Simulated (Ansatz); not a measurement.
# GeH3N, SMILES [NH2][GeH]: a relaxed scan of one distance

With Ansatz's Python interface.

Run as a notebook:

```python
import ansatz as az
import numpy as np
```

```python
GEOMETRY = '''
N    -0.28160   -0.65840    0.36650
Ge    0.85460    0.77160   -0.01650
H     0.21510   -1.46590    0.50630
H    -0.80080   -0.77290   -0.52360
H     0.06270    2.05190   -0.37400
'''
```

```python
geh3n = az.Crystal.molecule()
for line in GEOMETRY.strip().splitlines():
    symbol, *xyz = line.split()
    geh3n = geh3n.atom(symbol, [float(v) for v in xyz])
```

```python
model = geh3n.calculation().basis(gaussian='def2-SVP').functional('B3LYP')
symbols = [site.symbol for site in geh3n.cartesian_sites]
pairs = [(0, 1), (0, 2), (0, 3), (1, 4)]
print('held (A)   E (eV)        ', '  '.join(f'{symbols[i]}{i}-{symbols[j]}{j}' for i, j in pairs))
for length in [1.72, 1.87, 2.02, 2.24, 2.52]:
    r = model.relax(constraints=[az.DistanceConstraint((0, 1), at=length)], force_tolerance=0.02, max_steps=60).run(threads=1).report
    xyz = np.array(r['positions_ang'])
    print(f'{length:6.2f} {r["free_energy_ev"]:14.5f}  ', '  '.join(f'{np.linalg.norm(xyz[i] - xyz[j]):.3f}' for i, j in pairs))
```

    held (A)   E (eV)         N0-Ge1  N0-H2  N0-H3  Ge1-H4
    DeckWarning: relax.constraints: the input's atoms, or those drawn, lie off the distances that are held; a relaxation that starts there is brought onto them ahead of its first SCF, by positions alone, an atom by 7.31e-2 Å at the most. With the symmetry [...]
      1.72   -58049.73825   1.720  1.018  1.017  1.611
      1.87   -58049.87864   1.870  1.017  1.016  1.609
      2.02   -58049.57127   2.020  1.016  1.016  1.607
      2.24   -58048.81705   2.240  1.020  1.020  1.607
      2.52   -58047.88047   2.520  1.027  1.027  1.606

Caveats:
- Total energies depend on the basis set; only differences at equal settings carry meaning.
- Warnings are shown shortened and without file and line.
- The energies are electronic: no zero-point or thermal terms, and the basis set is short of its limit.
- b3lyp holds the VWN-RPA fit, as in Gaussian; the form of ORCA and Turbomole is b3lyp5.
- Hardware and time: 69 s on 1 thread of Arm Neoverse V1 (shared host), peak memory 0.19 GiB.
